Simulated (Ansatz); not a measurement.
**ZrB₂: a line through a two-coordinate scan**

One table from this session's results is given with a row withheld; the runs are named, their logs left out.

Program: Ansatz 0.2.0. Level of theory: DFT LDA, scalar-relativistic, plane waves, PAW. These are calculated values, not measurements.

16 further runs of the same task are left out: 16 set aside as unsound or not needed.

## Starting point

It takes space group P6/mmm (No. 191, hexagonal). Conventional cell: a = 3.133 Å, b = 3.133 Å, c = 3.489 Å, α = 90.00°, β = 90.00°, γ = 120.00°. Zr (site symmetry 6/mmm) has 12 B at 2.51 Å as nearest neighbours. B (site symmetry -6m2) is surrounded by 3 B at 1.81 Å and 6 Zr at 2.51 Å.

Structure file:

```xyz
3
Lattice="3.1325 0.0000 0.0000 -1.5663 2.7129 0.0000 0.0000 0.0000 3.4889" Properties=species:S:1:pos:R:3 pbc="T T T"
Zr    0.0000    0.0000    0.0000
B     0.0000    1.8086    1.7445
B     1.5663    0.9043    1.7445
```

It is the result of an earlier relaxation at this level (volume 9.88 Å³/atom; gap on the mesh: none (metal)).

## Plan of the line

The energy is mapped over volume and the cell's shape.

- volume per atom: 7 values from 8.70 to 11.07 Å³
- c/a of the conventional cell: 7 values from 0.928 to 1.336

Nothing else is relaxed (symmetry fixes all fractional coordinates). Energies count from the relaxed crystal. Points are written as (first, second).

The first run:

The input, input.yaml:

```yaml
crystal:
  lattice:
    - [3.0631762017, 0.0, 0.0]
    - [-1.5315881009, 2.6527884069, 0.0]
    - [0.0, 0.0, 3.2108212946]
  atoms:
    - { symbol: Zr, position: [0.0, 0.0, 0.0] }
    - { symbol: B, position: [0.3333333333, 0.6666666667, 0.5] }
    - { symbol: B, position: [0.6666666667, 0.3333333333, 0.5] }
basis:
  ecutwfc: 520.0
kpoints:
  mp_grid: { grid: [18, 18, 12] }
hamiltonian:
  xc: lda
  pseudopotentials: { kind: paw }
scf:
  occupations: { method: gaussian, width: 0.15 }
output:
  forces: true
  stress: true
  eigenvalues: true
```

Command:

```sh
ansatz run input.yaml --threads 1 --pin off --max-ram 2048MiB --backend cpu --events-out ev --progress --plain --runs-dir out
```

Among the steps run: The run at (8.70 Å³, 1.048); Grid point (9.49 Å³, 1.048); The run at (9.88 Å³, 1.048); Grid point (10.67 Å³, 1.048); Point (11.07 Å³, 1.048).

One table of the session follows, with a row left open; its other results are not shown here.

```
volume per atom (Å³)  energy (meV/atom)  slope (meV/atom per Å³)  pressure (GPa)
                8.70                167                     −267              43
                9.09                  ?                        ?               ?
                9.49                 39                      −70              11
                9.88                 26                        3               0
               10.28                 39                       62             −10
               10.67                 74                      111             −18
               11.07                126                      151             −24
```

**Question.** Estimate the row for volume per atom (Å³) = 9.09.

Worked estimate for «energy (meV/atom)». A straight line through the neighbours (8.70, 167) and (9.49, 39) gives 167 + (39 − 167) × (9.09 − 8.70) / (9.49 − 8.70) = 104; a parabola fitted to 3 rows on both sides gives 87.

The run gave: energy (meV/atom): 84; slope (meV/atom per Å³): −159; pressure (GPa): 25. In «energy (meV/atom)» the line misses by +20 and the parabola by +3.

Energies count from the relaxed crystal. Rows without a step come from runs not printed here or follow by symmetry. Slopes come from the forces (and the stress, where the cell changes), not from differences of energies.

What this shows: Along the line the energy is lowest at 9.88 Å³, 26 meV/atom from the zero. Energies and slopes round the minimum, fitted together, put the minimum at 9.867 Å³, with a curvature of about 170 meV/atom per (Å³)². V·d²E/dV² there is about 260 GPa, a bulk modulus under this line's constraint. The highest point computed, at 8.70 Å³, lies 141 meV/atom above the lowest. This is one cut through a surface in two coordinates; the map's lowest point lies off it.
